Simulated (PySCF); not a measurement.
# [Gd(NH3)3]3+: other functionals and bases at one geometry

How far do other levels of theory move the description of [Gd(NH3)3]3+, and what does each cost? The species was built from a template and needn't be a known compound.

The runs use PySCF 2.14.0; several levels, as the steps say, no spin–orbit coupling.

1 further run of the same task is left out (for a known fault of the program).

### Step 1. Where the work starts

13 atoms, charge 3, spin multiplicity 1.

Bond lengths: Gd1–N2 2.444 Å, Gd1–N6 2.444 Å, Gd1–N10 2.444 Å, N2–H3 1.039 Å, N2–H4 1.040 Å, N2–H5 1.039 Å, N6–H7 1.039 Å, N6–H8 1.040 Å, N6–H9 1.039 Å, N10–H11 1.039 Å, N10–H12 1.040 Å, N10–H13 1.039 Å. Angles: N2–Gd1–N6 110.3°, N2–Gd1–N10 110.3°, N6–Gd1–N10 110.3°, Gd1–N2–H3 116.4°, Gd1–N2–H4 114.7°, Gd1–N2–H5 116.0°, H3–N2–H4 102.6°, H3–N2–H5 102.7°, H4–N2–H5 102.6°, Gd1–N6–H7 116.4°, Gd1–N6–H8 114.7°, Gd1–N6–H9 116.0°, H7–N6–H8 102.6°, H7–N6–H9 102.7°, H8–N6–H9 102.6°, Gd1–N10–H11 116.4°, Gd1–N10–H12 114.7°, Gd1–N10–H13 116.0° and more.

Geometry (Å):

```
Gd    0.0000    0.0000   -0.7843
N     2.3163   -0.0014   -0.0043
H     2.5449   -0.6649    0.7615
H     3.0188   -0.2442   -0.7317
H     2.6735    0.9026    0.3620
N    -1.1569    2.0066   -0.0043
H    -0.6966    2.5363    0.7615
H    -1.2980    2.7365   -0.7317
H    -2.1184    1.8641    0.3620
N    -1.1593   -2.0053   -0.0043
H    -1.8482   -1.8715    0.7615
H    -1.7208   -2.4923   -0.7317
H    -0.5551   -2.7666    0.3620
```

Formal oxidation states: Gd +3. Each metal's 7 4f electrons lie in its core potential, so multiplicities, spins and levels count the valence alone. An earlier session relaxed this geometry at B3LYP, Gd lcecp-1-SVP with ECP53, N def2-SVP, H def2-SVP (singlet, point group C3).

At B3LYP on the finer grid: E = -204.449581 Eh, HOMO -24.16 eV, LUMO -16.78 eV, Mulliken charge on Gd1 +1.81 e, largest force component 0.018 eV/Å. 

Levels to run: BLYP; PBE0; TPSS; BP86; B3LYP, TZVP; PBE0, SVP. Hardware: 2 threads of Arm Neoverse V1, shared host.

### Step 2. BLYP

run.py (the lines that set the calculation) reads:

```python
mol = gto.M(atom='''
Gd     0.00000     0.00000    -0.78425
N      2.31626    -0.00138    -0.00430
H      2.54486    -0.66486     0.76151
H      3.01882    -0.24415    -0.73173
H      2.67352     0.90256     0.36199
N     -1.15693     2.00663    -0.00430
H     -0.69664     2.53634     0.76151
H     -1.29797     2.73645    -0.73173
H     -2.11840     1.86406     0.36199
N     -1.15932    -2.00525    -0.00430
H     -1.84822    -1.87148     0.76151
H     -1.72085    -2.49230    -0.73173
H     -0.55512    -2.76662     0.36199''',
    basis={'Gd': 'lcecp-1-SVP', 'N': 'def2-SVP', 'H': 'def2-SVP'},
    ecp={'Gd': 'lcecp-1-SVP'},
    charge=3, spin=0)
mf = dft.RKS(mol, xc='BLYP')
mf.grids.atom_grid = (75, 302)  # f atoms: unpruned, at least (60, 302)
mf = mf.density_fit()  # fitting sets: Gd AutoAux, N def2-universal-JKFIT, H def2-universal-JKFIT
mf.conv_tol = 1e-08; mf.max_cycle = 55
mf.kernel(dm0)  # dm0: the density of the relaxed state
```

Started as:

```bash
OMP_NUM_THREADS=2 python run.py
```

### Step 3. PBE0

run.py (the lines that set the calculation), as its differences from that of step 2:

```diff
@@ -17,3 +17,3 @@
     charge=3, spin=0)
-mf = dft.RKS(mol, xc='BLYP')
+mf = dft.RKS(mol, xc='PBE0')
 mf.grids.atom_grid = (75, 302)  # f atoms: unpruned, at least (60, 302)
```

### Step 4. TPSS

run.py (the lines that set the calculation), as its differences from that of step 3:

```diff
@@ -17,3 +17,3 @@
     charge=3, spin=0)
-mf = dft.RKS(mol, xc='PBE0')
+mf = dft.RKS(mol, xc='TPSS')
 mf.grids.atom_grid = (75, 302)  # f atoms: unpruned, at least (60, 302)
```

### Step 5. BP86

run.py (the lines that set the calculation), as its differences from that of step 4:

```diff
@@ -17,3 +17,3 @@
     charge=3, spin=0)
-mf = dft.RKS(mol, xc='TPSS')
+mf = dft.RKS(mol, xc='B88,P86')
 mf.grids.atom_grid = (75, 302)  # f atoms: unpruned, at least (60, 302)
```

### Step 6. B3LYP, TZVP

Basis: Gd lcecp-1-TZVP with ECP53, N def2-TZVP, H def2-TZVP. 

run.py (the lines that set the calculation), as its differences from that of step 5:

```diff
@@ -14,6 +14,6 @@
 H     -0.55512    -2.76662     0.36199''',
-    basis={'Gd': 'lcecp-1-SVP', 'N': 'def2-SVP', 'H': 'def2-SVP'},
-    ecp={'Gd': 'lcecp-1-SVP'},
+    basis={'Gd': 'lcecp-1-TZVP', 'N': 'def2-TZVP', 'H': 'def2-TZVP'},
+    ecp={'Gd': 'lcecp-1-TZVP'},
     charge=3, spin=0)
-mf = dft.RKS(mol, xc='B88,P86')
+mf = dft.RKS(mol, xc='B3LYP')
 mf.grids.atom_grid = (75, 302)  # f atoms: unpruned, at least (60, 302)
@@ -21,2 +21,2 @@
 mf.conv_tol = 1e-08; mf.max_cycle = 55
-mf.kernel(dm0)  # dm0: the density of the relaxed state
+mf.kernel(dm0)  # dm0: free metal ions and neutral atoms
```

### Step 7. PBE0, SVP

Basis: Gd def2-SVP with ECP28, N def2-SVP, H def2-SVP. The 4f electrons are now in the valence.

run.py (the lines that set the calculation), as its differences from that of step 6:

```diff
@@ -14,8 +14,8 @@
 H     -0.55512    -2.76662     0.36199''',
-    basis={'Gd': 'lcecp-1-TZVP', 'N': 'def2-TZVP', 'H': 'def2-TZVP'},
-    ecp={'Gd': 'lcecp-1-TZVP'},
-    charge=3, spin=0)
-mf = dft.RKS(mol, xc='B3LYP')
+    basis={'Gd': 'def2-SVP', 'N': 'def2-SVP', 'H': 'def2-SVP'},
+    ecp={'Gd': 'def2-SVP'},
+    charge=3, spin=7)
+mf = dft.UKS(mol, xc='PBE0')
 mf.grids.atom_grid = (75, 302)  # f atoms: unpruned, at least (60, 302)
-mf = mf.density_fit()  # fitting sets: Gd AutoAux, N def2-universal-JKFIT, H def2-universal-JKFIT
+mf = mf.density_fit()  # fitting sets: Gd def2-universal-JKFIT, N def2-universal-JKFIT, H def2-universal-JKFIT
 mf.conv_tol = 1e-08; mf.max_cycle = 55
```

What does the calculation give? Wanted: for each run, HOMO; gap; charge on Gd1; dipole; largest force.

As calculated:

| level | state | HOMO (eV) | gap (eV) | charge on Gd1 (e) | dipole (D) | largest force (eV/Å) | basis functions | time |
| --- | --- | --- | --- | --- | --- | --- | --- | --- |
| B3LYP (relaxed here) | singlet | -24.16 | 7.38 | 1.81 | 2.61 | 0.02 | 120 | 25 s |
| BLYP | singlet | -22.77 | 5.42 | 1.71 | 2.78 | 0.30 | 120 | 7.9 s |
| PBE0 | singlet | -24.46 | 8.05 | 1.85 | 2.60 | 0.16 | 120 | 7.3 s |
| TPSS | singlet | -23.04 | 5.94 | 1.79 | 2.69 | 0.17 | 120 | 13 s |
| BP86 | singlet | -23.02 | 5.75 | 1.74 | 2.80 | 0.39 | 120 | 8 s |
| B3LYP, TZVP | singlet | -24.10 | 7.41 | 2.10 | 2.61 | 0.47 | 194 | 38 s |
| PBE0, SVP | octet | -24.47 | 7.44 | 1.81 | 2.81 | 0.17 | 165 | 1.8 min |

Times are on 2 threads of Arm Neoverse V1, shared host; the first row also made further properties. The dipole of a charged species depends on the origin, so these sizes hold for this origin alone.

In one basis the HOMO–LUMO gap runs from 5.42 eV (BLYP) to 8.05 eV (PBE0). The largest leftover force, 0.47 eV/Å with B3LYP, TZVP, stands at a geometry relaxed at another level. The Mulliken charge on Gd spans +1.71 to +2.10 e over the levels. With 4f in the core, its levels are missing from HOMO and gap. Total energies of different levels can't be compared. Spin–orbit coupling is left out throughout.
